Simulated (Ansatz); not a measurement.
# H: the cost of one run

Program: Ansatz 0.2.0. Level of theory: DFT PBE+D3(BJ), plane waves, PAW, scalar-relativistic, no spin polarisation. These are calculated values, not measurements.

**1. Starting point**

The cell holds 16 atoms (H16): a = 6.214 Å, b = 6.214 Å, c = 6.214 Å, α = 90.00°, β = 90.00°, γ = 90.00°.

Structure file:

```
H
1.0
     6.21446    0.00000    0.00000
     0.00000    6.21446    0.00000
     0.00000    0.00000    6.21446
H
16
Direct
  0.42132 0.84875 0.36616
  0.42413 0.85476 0.24773
  0.76100 0.53613 0.29230
  0.86528 0.58434 0.26273
  0.50879 0.36820 0.97705
  0.55097 0.31165 0.88169
  0.15543 0.31099 0.96387
  0.11785 0.24576 0.05554
  0.40428 0.41526 0.37304
  0.37608 0.32848 0.29725
  0.17235 0.95040 0.10242
  0.18104 0.83296 0.11667
  0.07502 0.87488 0.73389
  0.10305 0.94388 0.64156
  0.45342 0.30623 0.61856
  0.37719 0.38319 0.66690
```

**2. Relaxing the start**

File input.yaml:

```yaml
accuracy: low
crystal:
  lattice:
    - [6.214465, 0.0, 0.0]
    - [0.0, 6.214465, 0.0]
    - [0.0, 0.0, 6.214465]
  atoms:
    - { symbol: H, position: [0.4213224, 0.8487526, 0.3661644] }
    - { symbol: H, position: [0.42413, 0.8547562, 0.2477287] }
    - { symbol: H, position: [0.7610033, 0.5361285, 0.292296] }
    - { symbol: H, position: [0.8652758, 0.5843361, 0.2627289] }
    - { symbol: H, position: [0.5087871, 0.3681984, 0.977052] }
    - { symbol: H, position: [0.550973, 0.3116492, 0.8816922] }
    - { symbol: H, position: [0.1554336, 0.3109914, -0.0361264] }
    - { symbol: H, position: [0.1178462, 0.2457566, 0.055539] }
    - { symbol: H, position: [0.4042834, 0.4152636, 0.3730441] }
    - { symbol: H, position: [0.3760777, 0.3284815, 0.2972532] }
    - { symbol: H, position: [0.1723466, 0.9503963, 0.1024184] }
    - { symbol: H, position: [0.1810364, 0.832956, 0.1166731] }
    - { symbol: H, position: [0.0750212, 0.8748763, 0.7338915] }
    - { symbol: H, position: [0.103053, 0.9438756, 0.6415646] }
    - { symbol: H, position: [0.4534171, 0.3062262, 0.6185603] }
    - { symbol: H, position: [0.3771859, 0.38319, 0.6668958] }
basis:
  ecutwfc: 420.0
kpoints:
  mp_grid: { grid: [1, 1, 1] }
hamiltonian:
  xc: pbe
  dispersion: d3bj
scf:
  occupations: { method: fermi_dirac, width: 0.05 }
  lower_state_search: "off"
relax:
  f_tol: 0.3
  max_steps: 15
  adjacent_minimum: "off"
```

The run is started by

```
$ ansatz run input.yaml --threads 1 --pin off --max-ram 3072MiB --backend cpu --events-out ev --progress --plain --runs-dir out
```

**Question.** How long does this run take on 1 thread of Arm Neoverse V1, shared host, and how much memory does it need?

About 1.8 s, with a peak of 0.28 GiB.
